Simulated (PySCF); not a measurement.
# C2H7ClOSi: the cost of one run

The runs use PySCF 2.14.0, with density-fitted response routines of our own; the level of theory stands in each step. All values are computed, except where a source is named. Atoms are numbered from 0 throughout.

## 1. The starting structure

12 atoms, charge 0, multiplicity 1; geometry from: PBE0-D3(BJ)/def2-SVP.

Bonds of the start (Å): C0–C1 1.51, C1–O2 1.41, O2–Si3 1.65, Si3–Cl4 2.07, C0–H5 1.10, C0–H6 1.10, C0–H7 1.10, C1–H8 1.11, C1–H9 1.11, Si3–H10 1.48, Si3–H11 1.49.

## 2. Shielding tensors: PBE0/pcSseg-2

What the job is given:

```
{"job": {"kind": "nmr", "xc": "PBE0", "basis": "pcSseg-2", "pop": false}, "charge": 0, "multiplicity": 1}
C     -0.111217    -0.851621     0.660091
C      1.218734    -1.133779     0.005600
O      2.177943    -0.207514     0.476896
Si     3.797520    -0.291192     0.185476
Cl     4.538671    -2.104610     0.862784
H     -0.875509    -1.557940     0.302983
H     -0.028924    -0.948337     1.752735
H     -0.445285     0.171059     0.431040
H      1.548721    -2.163948     0.232991
H      1.132737    -1.055017    -1.094755
H      4.429762     0.810245     0.947415
H      4.100952    -0.225900    -1.271447
```

Level: GIAO PBE0/pcSseg-2 NMR shielding, non-relativistic, gas phase.

The run is started by

```bash
$ OMP_NUM_THREADS=1 python probes_run.py task.json out
```

One launch serves the whole session: the jobs run in the order shown.

**Question.** How long does this first job take on 1 thread of Arm Neoverse V2, shared host, and how much memory does it need?

About 26 s, with a peak of 1.2 GiB.
